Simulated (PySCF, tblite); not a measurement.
# C₄H₁₀N₂P+: dynamics, then NMR shifts on frames, part 2 of 2

tblite 0.8.0 and PySCF 2.14.0. Atoms count from 0. Earlier steps stand in the parts before.

**5. Nuclear shieldings: 625 fs, PBE0/pcSseg-1**

Job settings and geometry (Å):

```
{"job": {"kind": "nmr", "xc": "PBE0", "basis": "pcSseg-1", "pop": false}, "charge": 1, "multiplicity": 1}
C     -3.053500    -0.684600    -0.262600
N     -1.811800    -0.062300     0.294900
C     -1.588600     1.318400     0.149800
C     -0.336400     1.754400     0.303500
N      0.626100     0.610500     0.466400
C      2.093400     0.584300     0.740000
P     -0.360900    -0.731200     0.590900
H     -3.866600    -0.312100     0.271000
H     -3.212300    -0.458200    -1.309000
H     -3.065200    -1.815400    -0.189800
H     -2.437000     1.956800     0.102800
H      0.060500     2.793700     0.345700
H      2.791100     0.361200    -0.062000
H      2.196600    -0.130600     1.566400
H      2.312900     1.540600     1.160300
H     -0.289900    -1.292100     1.875700
H      0.220800    -1.682400    -0.227000
```

Method: GIAO PBE0/pcSseg-1 NMR shielding, non-relativistic, gas phase.

Log:

```text
coarse grid: 14296 points
cycle   1  E = -608.4175188718  dE =  1.341e+00  |g| = 3.719e-01  |ddm| = 3.730e+00
cycle   2  E = -608.4217162981  dE = -4.197e-03  |g| = 3.600e-01  |ddm| = 8.299e-01
cycle   3  E = -608.4537505728  dE = -3.203e-02  |g| = 4.637e-02  |ddm| = 4.268e-01
cycle   4  E = -608.4541176701  dE = -3.671e-04  |g| = 2.371e-02  |ddm| = 5.473e-02
cycle   5  E = -608.4542225722  dE = -1.049e-04  |g| = 9.463e-03  |ddm| = 2.569e-02
cycle   6  E = -608.4542400117  dE = -1.744e-05  |g| = 2.851e-03  |ddm| = 8.486e-03
cycle   7  E = -608.4542419012  dE = -1.889e-06  |g| = 7.441e-04  |ddm| = 2.864e-03
final grid: 132464 points
cycle   8  E = -608.4940532800  dE = -2.832e-05  |g| = 8.083e-03  |ddm| = 2.441e-02
cycle   9  E = -608.4940494254  dE =  3.855e-06  |g| = 9.029e-03  |ddm| = 1.464e-02
cycle  10  E = -608.4940696110  dE = -2.019e-05  |g| = 1.374e-03  |ddm| = 8.491e-03
cycle  11  E = -608.4940700225  dE = -4.115e-07  |g| = 3.099e-04  |ddm| = 1.254e-03
cycle  12  E = -608.4940700428  dE = -2.027e-08  |g| = 1.187e-04  |ddm| = 3.457e-04
cycle  13  E = -608.4940700456  dE = -2.792e-09  |g| = 3.119e-05  |ddm| = 9.678e-05
cycle  14  E = -608.4940700458  dE = -2.067e-10  |g| = 7.429e-06  |ddm| = 3.364e-05
converged SCF energy = -608.4940700458

GIAO shielding tensors (ppm)
atom      isotropic    diamagn.    paramagn.     s11        s22        s33       span
  0 C      149.098     239.451     -90.354    123.378    131.109    192.806     69.428
  1 N      225.853     335.850    -109.998    167.692    185.097    324.769    157.077
  2 C       63.341     252.314    -188.974    -28.539     94.018    124.544    153.084
  3 C       48.363     251.514    -203.151    -37.759     75.616    107.232    144.991
  4 N      204.925     336.916    -131.990    137.109    169.601    308.066    170.958
  5 C      151.422     242.358     -90.936    119.037    143.508    191.722     72.685
  6 P      313.262     971.949    -658.687    256.392    272.260    411.135    154.743
  7 H       29.150      26.572       2.579     24.320     26.798     36.333     12.013
  8 H       28.511      27.508       1.003     24.222     25.817     35.496     11.274
  9 H       27.405      25.663       1.741     22.730     25.219     34.265     11.535
 10 H       25.759      30.136      -4.377     22.792     27.180     27.306      4.514
 11 H       24.165      28.550      -4.385     21.834     24.818     25.844      4.011
 12 H       28.174      28.115       0.058     23.724     25.253     35.544     11.820
 13 H       28.428      28.442      -0.014     23.209     26.505     35.571     12.362
 14 H       28.387      28.276       0.111     23.410     26.818     34.933     11.523
 15 H       23.596      29.687      -6.092     18.646     21.256     30.885     12.239
 16 H       23.467      31.387      -7.920     19.576     21.533     29.290      9.715
```

Wall time 35 s (1 thread of Arm Neoverse N1, shared host); peak memory 0.82 GiB.

Key values: δ C3 138.6, C2 123.6, C0 37.8, C5 35.5, H16 8.25, H15 8.12 ppm.

**6. NMR shieldings: 800 fs, PBE0/pcSseg-1**

Job settings and geometry (Å):

```
{"job": {"kind": "nmr", "xc": "PBE0", "basis": "pcSseg-1", "pop": false}, "charge": 1, "multiplicity": 1}
C     -3.211700    -0.647100     0.166300
N     -1.975200    -0.043700     0.578800
C     -1.837600     1.377300     0.705300
C     -0.576400     1.759900     0.962900
N      0.368700     0.621700     0.699400
C      1.753700     0.669400     1.058900
P     -0.500500    -0.756300     0.473200
H     -3.412600    -1.503500     0.899700
H     -3.980600     0.044000     0.459700
H     -3.211500    -0.875300    -0.878900
H     -2.762200     1.866200     0.766900
H     -0.108100     2.711700     1.131000
H      2.215900     1.470900     0.496500
H      2.148500    -0.326900     0.924600
H      1.924300     0.964400     2.081500
H     -0.584200    -1.811900     1.363200
H     -0.171000    -1.492200    -0.606700
```

Level: GIAO PBE0/pcSseg-1 NMR shielding, non-relativistic, gas phase.

Log:

```text
coarse grid: 14296 points
cycle   1  E = -608.4169401213  dE =  1.493e+00  |g| = 3.726e-01  |ddm| = 3.756e+00
cycle   2  E = -608.4177121031  dE = -7.720e-04  |g| = 3.767e-01  |ddm| = 8.490e-01
cycle   3  E = -608.4531322921  dE = -3.542e-02  |g| = 5.068e-02  |ddm| = 4.569e-01
cycle   4  E = -608.4536292271  dE = -4.969e-04  |g| = 2.268e-02  |ddm| = 6.403e-02
cycle   5  E = -608.4537290985  dE = -9.987e-05  |g| = 8.216e-03  |ddm| = 2.491e-02
cycle   6  E = -608.4537415955  dE = -1.250e-05  |g| = 2.335e-03  |ddm| = 6.718e-03
cycle   7  E = -608.4537428483  dE = -1.253e-06  |g| = 7.168e-04  |ddm| = 2.498e-03
final grid: 132464 points
cycle   8  E = -608.4924549859  dE = -3.207e-05  |g| = 8.059e-03  |ddm| = 2.513e-02
cycle   9  E = -608.4924483565  dE =  6.629e-06  |g| = 9.693e-03  |ddm| = 1.590e-02
cycle  10  E = -608.4924709989  dE = -2.264e-05  |g| = 1.480e-03  |ddm| = 9.202e-03
cycle  11  E = -608.4924714641  dE = -4.652e-07  |g| = 2.956e-04  |ddm| = 1.238e-03
cycle  12  E = -608.4924714814  dE = -1.726e-08  |g| = 1.559e-04  |ddm| = 3.977e-04
cycle  13  E = -608.4924714867  dE = -5.302e-09  |g| = 3.345e-05  |ddm| = 1.320e-04
cycle  14  E = -608.4924714869  dE = -2.776e-10  |g| = 9.081e-06  |ddm| = 4.408e-05
converged SCF energy = -608.4924714869

GIAO shielding tensors (ppm)
atom      isotropic    diamagn.    paramagn.     s11        s22        s33       span
  0 C      153.073     242.168     -89.095    131.242    137.262    190.715     59.473
  1 N      204.089     338.132    -134.043    151.404    160.013    300.851    149.447
  2 C       50.402     252.544    -202.142    -35.832     73.018    114.021    149.853
  3 C       54.455     251.192    -196.736    -28.402     76.530    115.239    143.640
  4 N      203.046     334.549    -131.504    132.917    159.328    316.891    183.974
  5 C      156.711     243.491     -86.780    129.341    146.512    194.281     64.940
  6 P      331.502     971.403    -639.901    237.997    309.027    447.482    209.485
  7 H       27.015      25.178       1.837     22.466     24.590     33.988     11.523
  8 H       28.238      26.875       1.364     23.513     27.122     34.081     10.568
  9 H       28.578      27.468       1.110     23.183     26.347     36.204     13.020
 10 H       25.675      31.904      -6.229     23.003     26.320     27.702      4.699
 11 H       24.951      29.547      -4.596     22.294     25.920     26.640      4.346
 12 H       28.154      28.893      -0.738     23.014     26.132     35.318     12.304
 13 H       28.728      29.401      -0.674     23.033     26.968     36.182     13.149
 14 H       28.587      28.138       0.449     24.245     26.199     35.317     11.071
 15 H       24.009      30.480      -6.471     19.842     21.746     30.438     10.596
 16 H       24.269      32.229      -7.960     20.068     22.027     30.712     10.643
```

Wall time 35 s (1 thread of Arm Neoverse N1, shared host); peak memory 0.82 GiB.

This run: δ C2 136.5, C3 132.5, C0 33.9, C5 30.2, H15 7.71, H16 7.45 ppm.

**7. Shielding tensors: 1000 fs, PBE0/pcSseg-1**

Job settings and geometry (Å):

```
{"job": {"kind": "nmr", "xc": "PBE0", "basis": "pcSseg-1", "pop": false}, "charge": 1, "multiplicity": 1}
C     -3.813200     0.170900     0.665300
N     -2.421200     0.561700     0.700600
C     -1.819200     1.843100     0.650300
C     -0.468600     1.908300     0.708900
N      0.133600     0.604800     0.735200
C      1.618700     0.334900     0.721900
P     -1.114800    -0.465400     0.875800
H     -3.898700    -0.939200     0.917000
H     -4.419000     0.668300     1.390300
H     -4.276700     0.293100    -0.324000
H     -2.468000     2.641100     0.640600
H      0.171700     2.691900     0.458800
H      1.978200     0.517800    -0.257800
H      1.776200    -0.777200     0.863600
H      2.086900     0.999000     1.453300
H     -1.167100    -1.143000     1.964400
H     -0.944800    -1.481200    -0.139600
```

Method: GIAO PBE0/pcSseg-1 NMR shielding, non-relativistic, gas phase.

Log:

```text
coarse grid: 14296 points
cycle   1  E = -608.4127691223  dE =  1.426e+00  |g| = 3.724e-01  |ddm| = 3.752e+00
cycle   2  E = -608.4153358982  dE = -2.567e-03  |g| = 3.704e-01  |ddm| = 8.619e-01
cycle   3  E = -608.4498272890  dE = -3.449e-02  |g| = 4.644e-02  |ddm| = 4.484e-01
cycle   4  E = -608.4500697299  dE = -2.424e-04  |g| = 3.381e-02  |ddm| = 6.550e-02
cycle   5  E = -608.4503166902  dE = -2.470e-04  |g| = 1.019e-02  |ddm| = 3.514e-02
cycle   6  E = -608.4503388102  dE = -2.212e-05  |g| = 3.438e-03  |ddm| = 1.066e-02
cycle   7  E = -608.4503413639  dE = -2.554e-06  |g| = 6.343e-04  |ddm| = 3.079e-03
final grid: 132464 points
cycle   8  E = -608.4886013107  dE = -3.458e-05  |g| = 7.692e-03  |ddm| = 2.824e-02
cycle   9  E = -608.4885979253  dE =  3.385e-06  |g| = 8.585e-03  |ddm| = 1.485e-02
cycle  10  E = -608.4886162215  dE = -1.830e-05  |g| = 1.101e-03  |ddm| = 8.421e-03
cycle  11  E = -608.4886164650  dE = -2.435e-07  |g| = 2.122e-04  |ddm| = 8.945e-04
cycle  12  E = -608.4886164734  dE = -8.474e-09  |g| = 6.644e-05  |ddm| = 2.099e-04
cycle  13  E = -608.4886164743  dE = -8.226e-10  |g| = 3.463e-05  |ddm| = 8.767e-05
cycle  14  E = -608.4886164745  dE = -2.667e-10  |g| = 9.652e-06  |ddm| = 3.495e-05
converged SCF energy = -608.4886164745

GIAO shielding tensors (ppm)
atom      isotropic    diamagn.    paramagn.     s11        s22        s33       span
  0 C      154.243     236.960     -82.717    128.339    144.196    190.193     61.853
  1 N      220.980     342.511    -121.531    159.988    182.083    320.868    160.880
  2 C       59.366     248.345    -188.979    -29.114     81.077    126.135    155.249
  3 C       60.326     251.173    -190.847    -29.138     90.026    120.088    149.226
  4 N      219.799     335.333    -115.535    155.813    172.892    330.690    174.877
  5 C      147.261     246.990     -99.729    120.016    132.948    188.820     68.804
  6 P      308.934     973.069    -664.135    225.463    282.714    418.625    193.163
  7 H       27.524      25.145       2.379     22.463     25.713     34.395     11.932
  8 H       28.558      24.258       4.300     23.888     26.023     35.763     11.874
  9 H       27.885      25.595       2.290     23.047     25.217     35.390     12.343
 10 H       26.266      30.973      -4.707     23.785     26.992     28.020      4.236
 11 H       25.651      30.718      -5.067     23.372     25.863     27.718      4.346
 12 H       28.694      31.464      -2.770     24.022     26.603     35.456     11.434
 13 H       27.328      29.256      -1.928     22.389     25.698     33.898     11.510
 14 H       27.640      28.024      -0.384     23.114     25.457     34.351     11.237
 15 H       25.127      33.184      -8.057     20.488     23.025     31.869     11.381
 16 H       22.726      31.186      -8.460     18.191     20.809     29.177     10.986
```

Run time: 34 s. Hardware: 1 thread of Arm Neoverse N1, shared host; peak memory 0.82 GiB.

Key values: δ C2 127.6, C3 126.6, C5 39.7, C0 32.7, H16 8.99, H15 6.59 ppm.

**8. Run by run: NMR shifts**

Shifts (ppm) of some atoms, chosen among heavy atoms and hydrogens apart, with basis size and wall time:

```
  frame     C3     C2   H15    H7    N1    N4     P6  functions  time
 250 fs  138.4  129.4  9.14  5.12  75.7  67.1   -1.9        176  36 s
 425 fs  133.2  125.4  8.68  1.80  58.1  44.6   -6.2        176  35 s
 625 fs  138.6  123.6  8.12  2.57  41.9  62.8    5.1        176  35 s
 800 fs  132.5  136.5  7.71  4.70  63.6  64.7  -13.1        176  35 s
1000 fs  126.6  127.6  6.59  4.19  46.7  47.9    9.4        176  34 s
```

**9. Outcome**

The summary covers parts 1 to 2.

```
                                        quantity                                                           value
                                      thermostat                                                           400 K
                   mean temperature, second half                                                           387 K
         mean potential energy above the minimum                                                         0.72 eV
  ¹³C shifts against TMS (PBE0/pcSseg-1, 250 fs)                                    138.4, 129.4, 40.0, 33.7 ppm
   ¹H shifts against TMS (PBE0/pcSseg-1, 250 fs)  9.14, 7.60, 6.62, 6.46, 5.27, 5.12, 4.51, 4.12, 3.34, 2.67 ppm
  ¹⁵N shifts against NH3 (PBE0/pcSseg-1, 250 fs)                                                  75.7, 67.1 ppm
³¹P shifts against H3PO4 (PBE0/pcSseg-1, 250 fs)                                                        -1.9 ppm
                        range of the shift of N1                                                41.9 to 75.7 ppm
```

In the second half the potential energy averages 0.72 eV above the minimum; equipartition over 45 harmonic modes at 400 K would give 0.78 eV. With 17 atoms the temperature swings widely (249 to 538 K). Shifts at one fixed geometry are not the observed spectrum, which averages over the motion. In ppm, N1 moves most: its shift spreads over 33.8 ppm, from 41.9 (625 fs) to 75.7 (250 fs).
